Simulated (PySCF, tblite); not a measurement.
# C4H5ClFGe radical: geometry, infrared bands and EPR parameters

What infrared bands and EPR parameters should C4H5ClFGe radical (`[F][Ge@@H]1[C]=C[C@@H](Cl)[CH2]1`) show?

The runs use tblite 0.8.0 and PySCF 2.14.0, with density-fitted response routines of our own; the level of theory stands in each step. All values are computed, except where a source is named. Atoms count from 0, in the outputs and in this text.

## Step 1: The starting structure

12 atoms, charge 0, multiplicity 2; geometry from: force field or distance geometry start.

Bonds of the start (Å): F0–Ge1 1.74, Ge1–C2 1.89, C2–C3 1.31, C3–C4 1.43, C4–Cl5 1.80, C4–C6 1.47, C6–Ge1 1.96, Ge1–H7 1.56, C3–H8 1.14, C4–H9 1.13, C6–H10 1.11, C6–H11 1.11.

## Step 2: Geometry optimisation with GFN2-xTB

Job settings and geometry (Å):

```
{"job": {"kind": "relax", "xc": "GFN2-xTB", "basis": "xTB"}, "charge": 0, "multiplicity": 2}
F      2.952400     0.246200    -0.567600
Ge     1.509900    -0.267900     0.263600
C      0.476800    -1.541200    -0.683100
C     -0.751500    -1.081600    -0.743000
C     -1.068900     0.157300    -0.109800
Cl    -1.787700    -0.236000     1.489700
C      0.067200     1.054800     0.148500
H      1.761600    -0.634800     1.754300
H     -1.536100    -1.710100    -1.270500
H     -1.916300     0.670600    -0.654800
H      0.330400     1.688900    -0.725000
H     -0.036700     1.653100     1.071700
```

Run with:

```console
> OMP_NUM_THREADS=1 python probes_run.py task.json out
```

This one command runs all jobs of the session in turn.

**Question.** This job is followed by: GFN2-xTB harmonic vibrations, gas phase; UKS B3LYP, def2-TZVP-core on Ge, pcH-1 on C Cl F H, non-relativistic, mean-field spin-orbit, GIAO. Predict these results of the whole session: strongest single infrared mode (GFN2-xTB); zero-point energy (GFN2-xTB); g(iso) (B3LYP); ⟨S²⟩; largest a(iso); surface potential, 1st and 99th percentile.

The runs gave:

| quantity | value |
| --- | --- |
| strongest single infrared mode (GFN2-xTB) | 1871 cm⁻¹, 328 km/mol |
| zero-point energy (GFN2-xTB) | 45.4 kcal/mol |
| g(iso) (B3LYP) | 2.00008 |
| ⟨S²⟩ | 0.759 (exact 0.75) |
| largest a(iso) | 13C on C2, 388.7 MHz |
| surface potential, 1st and 99th percentile | -1.29 V and 1.43 V |

**Reading.** The optimisation took 68 steps and gained 0.536 eV; among the close pairs (by a distance rule), C3–C4 changed most, from 1.427 to 1.519 Å. No mode is imaginary among the 30: a minimum at this level. The strongest single mode, at 1871 cm⁻¹, moves mainly H7. GFN2-xTB is a fitted tight-binding method: band positions and strengths are rough. Its intensities can rank the bands wrongly. Most of the unpaired spin sits on C2 (0.96 e). The isotropic g lies 2.2 ppt below the free-electron value. The hyperfine terms hold no scalar relativity, which the heavier nuclei need.
